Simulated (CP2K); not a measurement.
# One shape, several levels: SiSe (SMILES [Si][Se])

We compute a comparison of 4 runs (BLYP-D3(BJ)/DZVP-MOLOPT-SR-GTH, PBE/DZVP-MOLOPT-SR-GTH, PBE/TZV2P-MOLOPT-PBE-GTH, revPBE-D3(BJ)/TZV2P-MOLOPT-PBE-GTH) of SiSe. 

The results are computed with CP2K 2026.2.

1 further run of the same task is left out (it didn't finish).

## (1) The structure to begin with

The species is SiSe (2 atoms), meant as a singlet with charge 0. As SMILES, `[Si][Se]`. Geometry: relaxed at PBE0-D4/def2-TZVP.

Bond lengths: Si1–Se2 2.062 Å.

## (2) A single-point energy at BLYP-D3(BJ)/DZVP-MOLOPT-SR-GTH (core potential) (run 1)

Input file run.inp:

```
&GLOBAL
    PROJECT_NAME run
    RUN_TYPE ENERGY
    PRINT_LEVEL MEDIUM
&END GLOBAL

&FORCE_EVAL
    METHOD Quickstep
    &DFT
        BASIS_SET_FILE_NAME BASIS_MOLOPT
        POTENTIAL_FILE_NAME GTH_POTENTIALS
        &QS
            METHOD GPW
            EPS_DEFAULT 1.0E-10
        &END QS
        &MGRID
            CUTOFF 400
            REL_CUTOFF 50
            NGRIDS 4
        &END MGRID
        &POISSON
            PERIODIC NONE
            POISSON_SOLVER WAVELET
        &END POISSON
        &SCF
            SCF_GUESS ATOMIC
            EPS_SCF 1.0E-06
            MAX_SCF 40
            &OT
                MINIMIZER DIIS
                PRECONDITIONER FULL_ALL
            &END OT
            &OUTER_SCF
                EPS_SCF 1.0E-06
                MAX_SCF 10
            &END OUTER_SCF
        &END SCF
        &XC
            &XC_FUNCTIONAL BLYP
            &END XC_FUNCTIONAL
            &VDW_POTENTIAL
                POTENTIAL_TYPE PAIR_POTENTIAL
                &PAIR_POTENTIAL
                    TYPE DFTD3(BJ)
                    PARAMETER_FILE_NAME dftd3.dat
                    REFERENCE_FUNCTIONAL BLYP
                    R_CUTOFF 15
                &END PAIR_POTENTIAL
            &END VDW_POTENTIAL
        &END XC
        &PRINT
            &MOMENTS
                PERIODIC F
                REFERENCE COM
                MAX_MOMENT 1
            &END MOMENTS
            &MO_CUBES
                NLUMO 3
                NHOMO -1
                WRITE_CUBE F
            &END MO_CUBES
            &HIRSHFELD OFF
            &END HIRSHFELD
        &END PRINT
    &END DFT
    &SUBSYS
        &CELL
            ABC 12.1 12.1 12.1
            PERIODIC NONE
        &END CELL
        &COORD
            Si     0.000000     0.000000     0.031440
            Se     0.000000     0.000000     2.093090
        &END COORD
        &TOPOLOGY
            &CENTER_COORDINATES
            &END CENTER_COORDINATES
        &END TOPOLOGY
        &KIND Si
            BASIS_SET DZVP-MOLOPT-SR-GTH-q4
            POTENTIAL GTH-BLYP-q4
        &END KIND
        &KIND Se
            BASIS_SET DZVP-MOLOPT-SR-GTH-q6
            POTENTIAL GTH-BLYP-q6
        &END KIND
    &END SUBSYS
&END FORCE_EVAL
```

Launch:

```bash
$ OMP_NUM_THREADS=1 cp2k.psmp run.inp > run.out
```

The program printed:

```text
CP2K| version string:                                       CP2K version 2026.2
[...]
 GLOBAL| Method name                                                        CP2K
[...]
 GLOBAL| Run type                                                         ENERGY
[...]
 DFT| Spin restricted Kohn-Sham (RKS) calculation                            RKS
 DFT| Multiplicity                                                             1
[...]
 DFT| Charge                                                                   0
[...]
 FUNCTIONAL| BECKE88:
 FUNCTIONAL| LYP:
[...]
 QS| Method:                                                                 GPW
[...]
 QS| Density cutoff [a.u.]:                                                200.0
[...]
 QS| Relative density cutoff [a.u.]:                                        25.0
[...]
                             - Atoms:                                          2
[...]
                             - Spherical basis functions:                     26
[...]
 Number of electrons:                                                         10
[...]
     1 OT DIIS     0.15E+00    3.0     0.14938263       -12.8020748961 -1.28E+01
[...]
  *** SCF run converged in    24 steps ***
[...]
  Overlap energy of the core charge distribution:               0.00000004493178
  Self energy of the core charge distribution:                -30.17056596512066
  Core Hamiltonian energy:                                      6.55241414390340
  Hartree energy:                                              13.46014405932511
  Exchange-correlation energy:                                 -3.08986782230045
  Dispersion energy:                                           -0.00407628500623
  Total energy:                                               -13.25195182426705
[...]
 ENERGY| Total FORCE_EVAL ( QS ) energy [hartree]            -13.251951824267051
[...]
```

Run time: 61 s. Hardware: 1 thread of Arm Neoverse V1, shared host; peak memory 1.2 GiB.

## (3) The energy at PBE/DZVP-MOLOPT-SR-GTH (core potential) (run 2)

Input file calc.inp:

```
&GLOBAL
 PROJECT_NAME calc
 RUN_TYPE ENERGY
 PRINT_LEVEL MEDIUM
&END GLOBAL

&FORCE_EVAL
 METHOD QUICKSTEP
 &DFT
  BASIS_SET_FILE_NAME BASIS_MOLOPT
  POTENTIAL_FILE_NAME GTH_POTENTIALS
  # Quickstep
  &QS
   METHOD GPW
   EPS_DEFAULT 1.0E-10
  &END QS
  # plane-wave cutoff in Ry
  &MGRID
   CUTOFF 400
   REL_CUTOFF 50
   NGRIDS 4
  &END MGRID
  # cluster boundary conditions
  &POISSON
   PERIODIC NONE
   POISSON_SOLVER WAVELET
  &END POISSON
  &SCF
   SCF_GUESS ATOMIC
   EPS_SCF 1.0E-06
   MAX_SCF 80
   ADDED_MOS 10
   &DIAGONALIZATION
    ALGORITHM STANDARD
   &END DIAGONALIZATION
   &MIXING
    METHOD DIRECT_P_MIXING
    ALPHA 0.4
   &END MIXING
  &END SCF
  &XC
   &XC_FUNCTIONAL PBE
   &END XC_FUNCTIONAL
  &END XC
  &PRINT
   &MOMENTS
    PERIODIC F
    REFERENCE COM
    MAX_MOMENT 1
   &END MOMENTS
   &MO ON
    ENERGIES T
    OCCUPATION_NUMBERS T
    NDIGITS 6
    &EACH
     QS_SCF 0
    &END EACH
    ADD_LAST NUMERIC
   &END MO
   &HIRSHFELD OFF
   &END HIRSHFELD
  &END PRINT
 &END DFT
 # atoms, cell and kinds
 &SUBSYS
  &CELL
   ABC 12.1 12.1 12.1
   PERIODIC NONE
  &END CELL
  &COORD
   Si     0.000000     0.000000     0.031440
   Se     0.000000     0.000000     2.093090
  &END COORD
  &TOPOLOGY
   &CENTER_COORDINATES
   &END CENTER_COORDINATES
  &END TOPOLOGY
  &KIND Si
   BASIS_SET DZVP-MOLOPT-SR-GTH-q4
   POTENTIAL GTH-PBE-q4
  &END KIND
  &KIND Se
   BASIS_SET DZVP-MOLOPT-SR-GTH-q6
   POTENTIAL GTH-PBE-q6
  &END KIND
 &END SUBSYS
&END FORCE_EVAL
```

Launch:

```bash
$ OMP_NUM_THREADS=1 cp2k.psmp -i calc.inp > calc.out 2>&1
```

The program printed:

```text
CP2K| version string:                                       CP2K version 2026.2
[...]
 GLOBAL| Method name                                                        CP2K
[...]
 GLOBAL| Run type                                                         ENERGY
[...]
 DFT| Spin restricted Kohn-Sham (RKS) calculation                            RKS
 DFT| Multiplicity                                                             1
[...]
 DFT| Charge                                                                   0
[...]
 FUNCTIONAL| PBE:
 QS| Method:                                                                 GPW
[...]
 QS| Density cutoff [a.u.]:                                                200.0
[...]
 QS| Relative density cutoff [a.u.]:                                        25.0
[...]
                             - Atoms:                                          2
[...]
                             - Spherical basis functions:                     26
[...]
 Number of electrons:                                                         10
[...]
     1 P_Mix/Diag. 0.40E+00    3.4     0.72815883       -13.2153144149 -1.32E+01
[...]
    14 DIIS/Diag.  0.69E-06    2.7     0.00000057       -13.3067490028 -1.66E-11
  *** SCF run converged in    14 steps ***
[...]
  Overlap energy of the core charge distribution:               0.00000004493178
  Self energy of the core charge distribution:                -30.17056596512066
  Core Hamiltonian energy:                                      6.53915390636907
  Hartree energy:                                              13.47105681231119
  Exchange-correlation energy:                                 -3.14639380129287
  Total energy:                                               -13.30674900280148
[...]
 ENERGY| Total FORCE_EVAL ( QS ) energy [hartree]            -13.306749002801478
[...]
```

It took 40 s on 1 thread of Arm Neoverse V1, shared host; peak memory 1.2 GiB.

Run 3 isn't shown in full; the table further down has it.

## (4) A single-point energy at revPBE-D3(BJ)/TZV2P-MOLOPT-PBE-GTH (core potential) (run 4)

Input file molecule.xyz:

```xyz
2

Si     0.000000     0.000000     0.031440
Se     0.000000     0.000000     2.093090
```

Input file calc.inp:

```
&GLOBAL
  PROJECT calc
  RUN_TYPE ENERGY
  PRINT_LEVEL MEDIUM
&END GLOBAL

&FORCE_EVAL
  METHOD QS
  &DFT
    BASIS_SET_FILE_NAME BASIS_MOLOPT_UZH
    POTENTIAL_FILE_NAME POTENTIAL_UZH
    ! Quickstep
    &QS
      METHOD GPW
      EPS_DEFAULT 1.0E-10
    &END QS
    &MGRID
      CUTOFF 400
      REL_CUTOFF 50
      NGRIDS 4
    &END MGRID
    &POISSON
      PERIODIC NONE
      POISSON_SOLVER WAVELET
    &END POISSON
    &SCF
      SCF_GUESS ATOMIC
      EPS_SCF 1.0E-06
      MAX_SCF 30
      &OT
        MINIMIZER DIIS
        PRECONDITIONER FULL_ALL
      &END OT
      &OUTER_SCF
        EPS_SCF 1.0E-06
        MAX_SCF 5
      &END OUTER_SCF
    &END SCF
    &XC
      &XC_FUNCTIONAL
        &PBE
          PARAMETRIZATION REVPBE
        &END PBE
      &END XC_FUNCTIONAL
      &VDW_POTENTIAL
        POTENTIAL_TYPE PAIR_POTENTIAL
        &PAIR_POTENTIAL
          TYPE DFTD3(BJ)
          PARAMETER_FILE_NAME dftd3.dat
          REFERENCE_FUNCTIONAL revPBE
          R_CUTOFF 15
        &END PAIR_POTENTIAL
      &END VDW_POTENTIAL
    &END XC
    &PRINT
      &MOMENTS
        PERIODIC F
        REFERENCE COM
        MAX_MOMENT 1
      &END MOMENTS
      &MO_CUBES
        NLUMO 3
        NHOMO -1
        WRITE_CUBE F
      &END MO_CUBES
      &HIRSHFELD OFF
      &END HIRSHFELD
    &END PRINT
  &END DFT
  ! atoms, cell and kinds
  &SUBSYS
    &CELL
      ABC 12.1 12.1 12.1
      PERIODIC NONE
    &END CELL
    &TOPOLOGY
      COORD_FILE_NAME molecule.xyz
      COORD_FILE_FORMAT XYZ
      &CENTER_COORDINATES
      &END CENTER_COORDINATES
    &END TOPOLOGY
    &KIND Si
      BASIS_SET TZV2P-MOLOPT-PBE-GTH-q4
      POTENTIAL GTH-PBE-q4
    &END KIND
    &KIND Se
      BASIS_SET TZV2P-MOLOPT-PBE-GTH-q6
      POTENTIAL GTH-PBE-q6
    &END KIND
  &END SUBSYS
&END FORCE_EVAL
```

Launch:

```bash
$ OMP_NUM_THREADS=1 cp2k.psmp -i calc.inp -o calc.out
```

The program printed:

```text
CP2K| version string:                                       CP2K version 2026.2
[...]
 GLOBAL| Method name                                                        CP2K
[...]
 GLOBAL| Run type                                                         ENERGY
[...]
 DFT| Spin restricted Kohn-Sham (RKS) calculation                            RKS
 DFT| Multiplicity                                                             1
[...]
 DFT| Charge                                                                   0
[...]
 FUNCTIONAL| PBE:
[...]
 QS| Method:                                                                 GPW
[...]
 QS| Density cutoff [a.u.]:                                                200.0
[...]
 QS| Relative density cutoff [a.u.]:                                        25.0
[...]
                             - Atoms:                                          2
[...]
                             - Spherical basis functions:                     58
[...]
 Number of electrons:                                                         10
[...]
     1 OT DIIS     0.15E+00    3.5     0.12905387       -12.9469597510 -1.29E+01
[...]
  *** SCF run converged in    15 steps ***
[...]
  Overlap energy of the core charge distribution:               0.00000004567585
  Self energy of the core charge distribution:                -30.15380963008206
  Core Hamiltonian energy:                                      6.48559995984879
  Hartree energy:                                              13.48499037765422
  Exchange-correlation energy:                                 -3.15486769380679
  Dispersion energy:                                           -0.00348075875282
  Total energy:                                               -13.34156769946281
[...]
 HOMO - LUMO gap [eV] :    3.590222
 ENERGY| Total FORCE_EVAL ( QS ) energy [hartree]            -13.341567699462807
[...]
```

It took 49 s on 1 thread of Arm Neoverse V1, shared host; peak memory 1.2 GiB.

## (5) All runs side by side

| run | level | core potential | iteration cap | energy (Eh) | dipole moment (D) | HOMO energy (eV) | LUMO energy (eV) | wall time |
| --- | --- | --- | --- | --- | --- | --- | --- | --- |
| 1 | BLYP-D3(BJ)/DZVP-MOLOPT-SR-GTH (core potential) | GTH-BLYP | 40 | -13.251952 | 1.24 | -6.23 | -2.67 | 61 s |
| 2 | PBE/DZVP-MOLOPT-SR-GTH (core potential) | GTH-PBE | 80 | -13.306749 | 1.19 | -6.40 | -2.88 | 40 s |
| 3 | PBE/TZV2P-MOLOPT-PBE-GTH (core potential) | GTH-PBE | 150 | -13.314774 | 1.09 | -6.71 | -3.13 | 50 s |
| 4 | revPBE-D3(BJ)/TZV2P-MOLOPT-PBE-GTH (core potential) | GTH-PBE | 30 | -13.341568 | 1.08 | -6.70 | -3.10 | 49 s |

## (6) Outcome

| quantity | value |
| --- | --- |
| run 4: total energy | -13.34157 Eh |
| run 4: dipole moment | 1.08 D |
| run 4: HOMO energy | -6.70 eV |
| run 4: LUMO energy | -3.10 eV |
| run 4: HOMO–LUMO gap | 3.59 eV |
| run 4: dispersion energy | -9.14 kJ/mol |

What this shows: The dipole moment (its size) runs from 1.08 D (revPBE-D3(BJ)/TZV2P-MOLOPT-PBE-GTH) to 1.24 D (BLYP-D3(BJ)/DZVP-MOLOPT-SR-GTH). The two ends differ in method and basis. The HOMO–LUMO gap runs from 3.52 eV (PBE/DZVP-MOLOPT-SR-GTH) to 3.59 eV (revPBE-D3(BJ)/TZV2P-MOLOPT-PBE-GTH). Totals of different functionals can't be ranked against each other. All runs together took 3.3 min, the longest 61 s.
